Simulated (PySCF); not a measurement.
**C3H11AlO (SMILES C[Al-](C)(C)[OH2+]): levels of theory compared**

We compute a comparison of 6 runs (BHLYP/6-31G*, M06-2X/6-31G*, M06-L/6-31G*, PBE/6-31G*, revPBE/6-31G*, CCSD(T)/6-31G*) of C3H11AlO. 

The results are computed with PySCF 2.14.0.

### Step 1. The system as given

C3H11AlO has 16 atoms, charge 0, and is taken as a singlet. SMILES: `C[Al-](C)(C)[OH2+]`. Geometry: relaxed at PBE0-D4/def2-TZVP. This is one conformer, not always the lowest.

Bond lengths: C1–Al2 1.979 Å, Al2–C3 1.979 Å, Al2–C4 1.966 Å, Al2–O5 2.056 Å, C1–H6 1.097 Å, C1–H7 1.096 Å, C1–H8 1.097 Å, C3–H9 1.097 Å, C3–H10 1.097 Å, C3–H11 1.096 Å, C4–H12 1.095 Å, C4–H13 1.096 Å, C4–H14 1.095 Å, O5–H15 0.964 Å, O5–H16 0.964 Å. Some angles: C1–Al2–C3 117.8°, C1–Al2–C4 117.9°, C1–Al2–O5 96.3°, C3–Al2–C4 118.0°, C3–Al2–O5 96.3°, C4–Al2–O5 102.6°, Al2–C1–H6 113.5°, Al2–C1–H7 110.5°, Al2–C1–H8 113.0°, Al2–C3–H9 113.0°.

### Step 2. The energy at BHLYP/6-31G(d) (spherical functions) (run 1)

calc.py

```python
from pyscf import gto, dft

mol = gto.Mole()
mol.atom = '''
C       -0.637980       0.723110      -1.712710
Al       0.085580      -0.140530      -0.085580
C        1.698930       0.654370       0.740480
C       -0.210750      -2.071140       0.142530
O       -1.268240       0.678630       1.227590
H       -0.585750       1.818080      -1.686750
H       -0.069050       0.414640      -2.597260
H       -1.679210       0.445600      -1.917720
H        1.843550       0.343900       1.782560
H        1.707300       1.750610       0.717030
H        2.601530       0.334090       0.207600
H       -0.016600      -2.405220       1.167190
H        0.454110      -2.651670      -0.507280
H       -1.233710      -2.369370      -0.110180
H       -0.808840       1.221910       1.877580
H       -1.880870       1.252980       0.754900
'''
mol.basis = '6-31g*'
mol.max_memory = 1860
mol.verbose = 3
mol.build()

mf = dft.RKS(mol, xc='bhandhlyp')
mf.grids.level = 5
mf.conv_tol = 1e-10
mf.kernel()
if not mf.converged:
    mf = mf.newton().run(mf.mo_coeff, mf.mo_occ)

e_final = mf.e_tot
print('E(%s) = %.9f' % ('BHLYP', e_final))
```

Run with:

```sh
$ OMP_NUM_THREADS=1 python calc.py
```

Standard output:

```text
converged SCF energy = -438.476066331063
E(BHLYP) = -438.476066331
```

Wall time 62 s (1 thread of Intel Xeon at 2.50GHz (Skylake/Cascade Lake), shared host); peak memory 0.51 GiB.

### Step 3. A single-point energy at M06-2X/6-31G(d) (spherical functions) (run 2)

calc.py

```python
from pyscf import gto, dft

mol = gto.M(
    atom=[
    ('C', (-0.637980, 0.723110, -1.712710)),
    ('Al', (0.085580, -0.140530, -0.085580)),
    ('C', (1.698930, 0.654370, 0.740480)),
    ('C', (-0.210750, -2.071140, 0.142530)),
    ('O', (-1.268240, 0.678630, 1.227590)),
    ('H', (-0.585750, 1.818080, -1.686750)),
    ('H', (-0.069050, 0.414640, -2.597260)),
    ('H', (-1.679210, 0.445600, -1.917720)),
    ('H', (1.843550, 0.343900, 1.782560)),
    ('H', (1.707300, 1.750610, 0.717030)),
    ('H', (2.601530, 0.334090, 0.207600)),
    ('H', (-0.016600, -2.405220, 1.167190)),
    ('H', (0.454110, -2.651670, -0.507280)),
    ('H', (-1.233710, -2.369370, -0.110180)),
    ('H', (-0.808840, 1.221910, 1.877580)),
    ('H', (-1.880870, 1.252980, 0.754900)),
],
    basis='6-31g*',
    verbose=3,
    spin=0,
    max_memory=1860,
)

mf = dft.RKS(mol, xc='m06-2x')
mf.conv_tol = 1e-10
mf.grids.level = 5
mf.kernel()
if not mf.converged:
    mf = mf.newton().run(mf.mo_coeff, mf.mo_occ)

e_tot = mf.e_tot
print('E = %.10f Eh' % e_tot)
```

Run with:

```sh
$ OMP_NUM_THREADS=1 python calc.py
```

Standard output:

```text
converged SCF energy = -438.474694148777
E = -438.4746941488 Eh
```

Run time: 1.7 min. Hardware: 1 thread of Intel Xeon at 2.50GHz (Skylake/Cascade Lake), shared host; peak memory 0.56 GiB.

Runs 3 to 5 aren't shown in full; the table further down has their settings and results.

### Step 4. The energy at CCSD(T)/6-31G(d) (spherical functions) (run 6)

start.xyz

```xyz
16
C3H11AlO
C     -0.637980     0.723110    -1.712710
Al     0.085580    -0.140530    -0.085580
C      1.698930     0.654370     0.740480
C     -0.210750    -2.071140     0.142530
O     -1.268240     0.678630     1.227590
H     -0.585750     1.818080    -1.686750
H     -0.069050     0.414640    -2.597260
H     -1.679210     0.445600    -1.917720
H      1.843550     0.343900     1.782560
H      1.707300     1.750610     0.717030
H      2.601530     0.334090     0.207600
H     -0.016600    -2.405220     1.167190
H      0.454110    -2.651670    -0.507280
H     -1.233710    -2.369370    -0.110180
H     -0.808840     1.221910     1.877580
H     -1.880870     1.252980     0.754900
```

job.py

```python
from pyscf import gto, scf, cc

mol = gto.M(
    atom='start.xyz',
    verbose=4,
    spin=0,
    basis='6-31g*',
    max_memory=1860,
)

myscf = scf.RHF(mol)
myscf.conv_tol = 1e-10
myscf.kernel()
if not myscf.converged:
    myscf = myscf.newton().run(myscf.mo_coeff, myscf.mo_occ)

mycc = cc.CCSD(myscf, frozen=9)
mycc.kernel()
e_t = mycc.ccsd_t()
e_final = mycc.e_tot + e_t
print('E(%s) = %.9f' % ('CCSD(T)', e_final))
```

Run with:

```sh
$ OMP_NUM_THREADS=1 python job.py
```

Standard output:

```text
PySCF version 2.14.0

[... 70 lines left out ...]
converged SCF energy = -436.788764845387
[... 12 lines left out ...]
Init t2, MP2 energy = -437.425553865413  E_corr(MP2) -0.63678902002608
[... 11 lines left out ...]
CCSD converged
[... 2 lines left out ...]
E(CCSD(T)) = -437.503599335
```

It took 2.1 min on 1 thread of Intel Xeon at 2.50GHz (Skylake/Cascade Lake), shared host; peak memory 0.61 GiB.

### Step 5. Overview of the runs

```
run                                 level  integration grid  frozen core orbitals  energy (Eh)  dipole moment (D) of the reference  HOMO energy (eV)  LUMO energy (eV)  wall time
  1    BHLYP/6-31G* (spherical functions)                 5                     –  -438.476066                                4.17             -7.84              1.20       62 s
  2   M06-2X/6-31G* (spherical functions)                 5                     –  -438.474694                                4.16             -7.81              1.13    1.7 min
  3    M06-L/6-31G* (spherical functions)                 5                     –  -438.562081                                4.14             -5.56              0.23      2 min
  4      PBE/6-31G* (spherical functions)                 5                     –  -438.183984                                4.05             -5.24             -0.51       97 s
  5   revPBE/6-31G* (spherical functions)                 5                     –  -438.468660                                4.06             -5.21             -0.42       86 s
  6  CCSD(T)/6-31G* (spherical functions)                 –                     9  -437.503599                                4.27             -9.84              3.66    2.1 min
```

### Step 6. Summary of results

```
                                          quantity          value
                               run 6: total energy  -437.50360 Eh
       run 6: dipole moment (Hartree–Fock density)         4.27 D
        run 6: HOMO energy (Hartree–Fock orbitals)       -9.84 eV
        run 6: LUMO energy (Hartree–Fock orbitals)        3.66 eV
      run 6: HOMO–LUMO gap (Hartree–Fock orbitals)       13.51 eV
run 6: correlation energy (9 core orbitals frozen)     -714.8 mEh
                             run 6: (T) correction     -14.89 mEh
                              run 6: T1 diagnostic          0.009
```

In words: Over runs 1, 2, 3, 4, 5 the dipole moment (its size) runs from 4.05 D (PBE/6-31G*) to 4.17 D (BHLYP/6-31G*). Over runs 1, 2, 3, 4, 5 the HOMO–LUMO gap runs from 4.72 eV (PBE/6-31G*) to 9.04 eV (BHLYP/6-31G*). Totals of different functionals can't be ranked against each other. All runs together took 9.9 min, the longest 2.1 min.
